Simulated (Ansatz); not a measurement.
# CH7B2GaO: a ladder of functionals and wavefunction methods

An exercise on one series of results from a longer session: the logs are not shown, and one member is left open.

Computed with Ansatz 0.2.0, Gaussian basis. Level: functionals in def2-TZVPP, the program's frozen cores in correlated methods.

Plan: LDA (SPW92), PBE-D4, revPBE-D4, BLYP-D4, r2SCAN-D4, B97M-V, PBE0-D4, B3LYP-D4, r2SCANh-D4, r2SCAN0-D4, HSE06-D4, BHLYP-D4, CAM-B3LYP-D4, LC-ωPBE, ωB97X-V, ωB97M-V, B2PLYP, PBE-QIDH; CCSD(T)/def2-SVP; CCSD(T)/def2-TZVPP; MP2/def2-QZVPP; extrapolation to the limit; RPA on PBE.

## Structure used throughout

The geometry comes from an earlier relaxation with PBE0-D4 in a triple-zeta def2 set; it is a stationary point, not always the lowest conformer.

12 atoms, charge 0, spin multiplicity 1.

Atoms are counted from 1 here; the program's logs count them from 0.

Bond lengths: B1–B2 1.550 Å, B1–Ga3 2.125 Å, B1–H6 1.195 Å, B1–H7 1.221 Å, B2–O4 1.295 Å, Ga3–H8 1.583 Å, Ga3–H9 1.576 Å, O4–C5 1.429 Å, C5–H10 1.089 Å, C5–H11 1.090 Å, C5–H12 1.089 Å. Angles: B2–B1–Ga3 88.8°, B2–B1–H6 123.4°, B2–B1–H7 112.8°, Ga3–B1–H6 111.8°, Ga3–B1–H7 85.5°, H6–B1–H7 120.6°, B1–B2–O4 173.5°, B1–Ga3–H8 123.2°, B1–Ga3–H9 118.2°, H8–Ga3–H9 117.6°, B2–O4–C5 125.4°, O4–C5–H10 107.9°, O4–C5–H11 110.8°, O4–C5–H12 107.9°, H10–C5–H11 110.2°, H10–C5–H12 109.8°, H11–C5–H12 110.2°.

The first run:

in.yaml

```yaml
crystal:
  periodic: [false, false, false]
  atoms:
    - {symbol: B, position_ang: [-0.934143, 0.979376, 0.899934]}
    - {symbol: B, position_ang: [0.015251, 0.311679, -0.127508]}
    - {symbol: Ga, position_ang: [-0.396597, -0.520152, 2.305688]}
    - {symbol: O, position_ang: [0.852981, -0.332303, -0.875609]}
    - {symbol: C, position_ang: [0.955401, -0.215134, -2.296452]}
    - {symbol: H, position_ang: [-0.763295, 2.078724, 1.335819]}
    - {symbol: H, position_ang: [-2.042041, 0.467085, 0.922701]}
    - {symbol: H, position_ang: [-0.328512, -2.060477, 1.946834]}
    - {symbol: H, position_ang: [-0.329797, -0.122751, 3.829178]}
    - {symbol: H, position_ang: [1.971756, 0.095171, -2.534621]}
    - {symbol: H, position_ang: [0.239926, 0.514193, -2.677648]}
    - {symbol: H, position_ang: [0.759080, -1.195431, -2.728315]}
basis:
  gaussian: {orbitals: def2-TZVPP}
hamiltonian: {xc: lda}
output: {orbitals: {seedname: orbitals}}
```

Launch:

```console
ansatz run in.yaml --threads 4 --pin off --events-out ev --progress --plain --max-ram 10444MiB
```

Steps of the session up to this table: LDA; PBE-D4 (GGA); revPBE-D4 (GGA); BLYP-D4 (GGA); r2SCAN-D4 (meta-GGA); B97M-V (meta-GGA); PBE0-D4 (hybrid); B3LYP-D4 (hybrid); r2SCANh-D4 (hybrid); r2SCAN0-D4 (hybrid); HSE06-D4 (hybrid); BHLYP-D4 (hybrid); CAM-B3LYP-D4 (range-separated); LC-ωPBE (range-separated); ωB97X-V (range-separated); ωB97M-V (range-separated); B2PLYP (double hybrid); PBE-QIDH (double hybrid).

One table of the session follows, with a row left open; its other results are not shown here.

It belongs to the step «Orbital energies across the functionals». 

```
  functional  HOMO (eV)  gap (eV)
 LDA (SPW92)      -5.63      3.35
      PBE-D4      -5.48      3.46
   revPBE-D4      -5.41      3.52
     BLYP-D4      -5.31      3.38
   r2SCAN-D4      -5.65      3.91
      B97M-V      -5.71      3.79
     PBE0-D4      -6.43      5.23
    B3LYP-D4      -6.23      4.79
  r2SCANh-D4      -6.01      4.55
  r2SCAN0-D4      -6.55      5.51
    HSE06-D4      -6.04      4.48
    BHLYP-D4      -7.23      6.84
CAM-B3LYP-D4          ?         ?
     LC-ωPBE      -8.86      9.76
     ωB97X-V      -8.54      9.30
     ωB97M-V      -8.41      8.94
```

Q: Estimate the row for CAM-B3LYP-D4 from the others.

The run gave: HOMO (eV): -7.60; gap (eV): 7.34. In the column «HOMO (eV)» it lies between ωB97M-V (-8.41) and BHLYP-D4 (-7.23).
